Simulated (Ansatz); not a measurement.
# The cluster Si₃H₈O₁₀: the relaxed shape and its frontier levels

Aim: characterise the cluster Si₃H₈O₁₀ as a singlet: its structure, frontier levels and distribution of charge.

The runs use Ansatz 0.2.0, Gaussian basis; RKS PBE0-D4/def2-TZVP.

The runs, in order: relaxation at PBE-D4/def2-SVP; a single point at PBE0-D4/def2-TZVP.

4 further runs of the same task are left out: 3 that didn't finish, 1 set aside as unsound or not needed. Runs told in other sessions of the task aren't counted.

### Step 1. The system as given

21 atoms, charge 0, spin multiplicity 1.

Atoms are counted from 1 here; the program's logs count them from 0.

Bond lengths: Si1–O4 1.613 Å, Si1–O7 1.626 Å, Si1–O9 1.734 Å, Si1–O10 2.070 Å, Si1–O12 1.698 Å, Si2–O7 1.639 Å, Si2–H14 1.463 Å, Si2–H15 1.457 Å, Si2–H17 1.460 Å, Si3–O5 1.583 Å, Si3–O11 1.740 Å, Si3–H16 1.453 Å, Si3–H18 1.457 Å, O4–H21 0.956 Å, O5–H20 0.977 Å, O6–O8 1.399 Å, O6–O12 1.395 Å, O8–O9 1.385 Å and more. Angles: O4–Si1–O7 118.0°, O4–Si1–O9 97.5°, O4–Si1–O10 82.2°, O4–Si1–O12 130.2°, O7–Si1–O9 103.3°, O7–Si1–O10 91.4°, O7–Si1–O12 107.6°, O9–Si1–O10 163.3°, O9–Si1–O12 90.0°, O10–Si1–O12 77.9°, O7–Si2–H14 106.1°, O7–Si2–H15 109.3°, O7–Si2–H17 100.2°, H14–Si2–H15 111.6°, H14–Si2–H17 112.9°, H15–Si2–H17 115.7°, O5–Si3–O11 109.2°, O5–Si3–H16 119.2° and more.

The start is a GFN2-xTB geometry.

### Step 2. Relaxation at PBE-D4/def2-SVP

in.yaml reads:

```yaml
crystal:
  periodic: [false, false, false]
  atoms:
    - {symbol: Si, position_ang: [-0.521730, 1.275560, 0.527890]}
    - {symbol: Si, position_ang: [-2.288190, -0.464500, -1.241710]}
    - {symbol: Si, position_ang: [1.897930, -1.863020, 0.063230]}
    - {symbol: O, position_ang: [-1.018570, 2.705350, -0.028090]}
    - {symbol: O, position_ang: [0.351900, -2.193220, 0.143020]}
    - {symbol: O, position_ang: [0.993180, 0.912880, 2.542910]}
    - {symbol: O, position_ang: [-1.262970, -0.060200, -0.028870]}
    - {symbol: O, position_ang: [-0.317990, 0.702950, 2.982240]}
    - {symbol: O, position_ang: [-1.139340, 1.433450, 2.140090]}
    - {symbol: O, position_ang: [0.689390, 1.362910, -1.148950]}
    - {symbol: O, position_ang: [2.157330, -0.625760, -1.131900]}
    - {symbol: O, position_ang: [0.985800, 0.804910, 1.151680]}
    - {symbol: O, position_ang: [0.897590, 0.306790, -1.806180]}
    - {symbol: H, position_ang: [-1.464300, -1.091000, -2.275990]}
    - {symbol: H, position_ang: [-2.948980, 0.736940, -1.735440]}
    - {symbol: H, position_ang: [2.573590, -1.344680, 1.241050]}
    - {symbol: H, position_ang: [-3.147650, -1.417880, -0.545340]}
    - {symbol: H, position_ang: [2.492490, -3.003680, -0.621020]}
    - {symbol: H, position_ang: [2.858470, 0.027120, -1.019420]}
    - {symbol: H, position_ang: [-0.328130, -1.494580, 0.204870]}
    - {symbol: H, position_ang: [-1.459810, 3.289660, 0.585910]}
basis:
  gaussian: {orbitals: def2-SVP}
hamiltonian: {xc: pbe, dispersion: d4}
scf: {lower_state_search: "off"}
output: {orbitals: {seedname: orbitals}}
relax: {f_tol: 0.03, max_steps: 70}
```

The run is started by

```console
> ansatz run in.yaml --threads 4 --pin off --events-out ev --progress --plain --max-ram 6963MiB
```

Further steps of the session: Single point, PBE0-D4/def2-TZVP.

Q: Predict the results of all the runs planned. Wanted: point group; commonest bond, hydrogen aside; HOMO, LUMO at PBE0-D4/def2-TZVP; dipole at PBE-D4/def2-SVP.

**Answer**, as computed:

```
                       quantity                           value
                    point group                              C1
 commonest bond, hydrogen aside  O–Si, 7 of mean length 1.678 Å
HOMO, LUMO at PBE0-D4/def2-TZVP                 -7.34, -6.36 eV
      dipole at PBE-D4/def2-SVP                          2.92 D
```

The relaxation broke 3 and made 0 bonds, so the end is another structure than the start. No usable vibrations, so a minimum isn't proven. Whether this spin is the lowest isn't tested here. The point group is read from a loosely relaxed geometry; soft torsions can leave it below the true symmetry.
